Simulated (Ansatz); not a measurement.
# C8H15NO2Ti: small, medium and large basis sets

One table from this session's results is given with a row withheld; the runs are named, their logs left out.

The runs use Ansatz 0.2.0, Gaussian basis; one geometry, several basis sets.

The runs, in order: PBE0-D4/def2-SVP; ωB97M-V/def2-SVP; PBE0-D4/def2-QZVPP; ωB97M-V/def2-QZVPP; the functionals' def2-TZVPP values are taken from earlier runs.

**The relaxed structure**

An earlier PBE0-D4 in a triple-zeta def2 set relaxation fixed the geometry.

SMILES `C[O][Ti]1234([OH])([N](C)C)[C@H]5[C@@H]1[C@@H]2[C@@H]3[C@H]54`, 27 atoms, charge 0, spin multiplicity 1.

Atoms are counted from 1 here; the program's logs count them from 0.

Bond lengths: C1–O2 1.395 Å, C1–H13 1.096 Å, C1–H14 1.097 Å, C1–H15 1.098 Å, O2–Ti3 1.820 Å, Ti3–O4 1.841 Å, Ti3–N5 1.904 Å, Ti3–C8 2.393 Å, Ti3–C9 2.370 Å, Ti3–C10 2.381 Å, Ti3–C11 2.416 Å, Ti3–C12 2.421 Å, O4–H16 0.961 Å, N5–C6 1.440 Å, N5–C7 1.440 Å, C6–H17 1.102 Å, C6–H18 1.100 Å, C6–H19 1.091 Å and more. Angles: O2–C1–H13 109.8°, O2–C1–H14 110.8°, O2–C1–H15 111.7°, H13–C1–H14 107.9°, H13–C1–H15 108.3°, H14–C1–H15 108.1°, C1–O2–Ti3 130.2°, O2–Ti3–O4 110.1°, O2–Ti3–N5 99.3°, O2–Ti3–C8 143.3°, O2–Ti3–C9 124.3°, O2–Ti3–C10 91.5°, O2–Ti3–C11 86.8°, O2–Ti3–C12 114.7°, O4–Ti3–N5 100.8°, O4–Ti3–C8 89.5°, O4–Ti3–C9 122.2°, O4–Ti3–C10 141.4° and more.

Set-up of the first run:

in.yaml

```yaml
crystal:
  periodic: [false, false, false]
  atoms:
    - {symbol: C, position_ang: [-0.496472, -1.159036, -2.726979]}
    - {symbol: O, position_ang: [0.335373, -1.067063, -1.611161]}
    - {symbol: Ti, position_ang: [-0.051816, -0.617536, 0.109862]}
    - {symbol: O, position_ang: [-1.497375, -1.588539, 0.706041]}
    - {symbol: N, position_ang: [-0.860325, 1.079434, -0.191069]}
    - {symbol: C, position_ang: [-1.753434, 1.674566, 0.769110]}
    - {symbol: C, position_ang: [-0.286104, 2.055169, -1.080491]}
    - {symbol: C, position_ang: [0.830008, -0.605447, 2.334487]}
    - {symbol: C, position_ang: [1.481912, 0.406494, 1.598900]}
    - {symbol: C, position_ang: [2.245696, -0.218317, 0.588865]}
    - {symbol: C, position_ang: [2.067207, -1.612567, 0.705569]}
    - {symbol: C, position_ang: [1.192288, -1.851001, 1.780543]}
    - {symbol: H, position_ang: [0.097251, -1.057861, -3.642385]}
    - {symbol: H, position_ang: [-1.000486, -2.132632, -2.758465]}
    - {symbol: H, position_ang: [-1.266054, -0.375265, -2.725858]}
    - {symbol: H, position_ang: [-2.285633, -1.566448, 0.155972]}
    - {symbol: H, position_ang: [-1.242698, 2.416528, 1.403980]}
    - {symbol: H, position_ang: [-2.579013, 2.196840, 0.264111]}
    - {symbol: H, position_ang: [-2.183198, 0.912176, 1.421365]}
    - {symbol: H, position_ang: [0.360911, 1.573969, -1.816085]}
    - {symbol: H, position_ang: [0.314170, 2.804151, -0.539054]}
    - {symbol: H, position_ang: [-1.070937, 2.602988, -1.621617]}
    - {symbol: H, position_ang: [0.132123, -0.454335, 3.144829]}
    - {symbol: H, position_ang: [1.400071, 1.470017, 1.768175]}
    - {symbol: H, position_ang: [2.828337, 0.283337, -0.169849]}
    - {symbol: H, position_ang: [2.478937, -2.357834, 0.042125]}
    - {symbol: H, position_ang: [0.809271, -2.811779, 2.089070]}
basis:
  gaussian: {orbitals: def2-SVP}
hamiltonian: {xc: pbe0, dispersion: d4}
output: {orbitals: {seedname: orbitals}}
```

Started as:

```sh
$ ansatz run in.yaml --threads 11 --pin off --events-out ev --progress --plain --max-ram 174080MiB --backend cpu
```

Steps of the session up to this table: PBE0-D4 in def2-SVP; ωB97M-V in def2-SVP; PBE0-D4 in def2-QZVPP; ωB97M-V in def2-QZVPP.

One of the session's tables, all rows but one given; the rest of the session is left out.

It belongs to the step «Density functionals: the series». 

```
functional       basis  HOMO (eV)
   PBE0-D4    def2-SVP      -6.03
   PBE0-D4  def2-TZVPP      -6.09
   PBE0-D4  def2-QZVPP      -6.11
   ωB97M-V    def2-SVP      -8.18
   ωB97M-V  def2-TZVPP          ?
   ωB97M-V  def2-QZVPP      -8.27
```

**Question.** Estimate the row for ωB97M-V, def2-TZVPP.

As computed: HOMO (eV): -8.26. In the column «HOMO (eV)» it lies between ωB97M-V, def2-QZVPP (-8.27) and ωB97M-V, def2-SVP (-8.18).
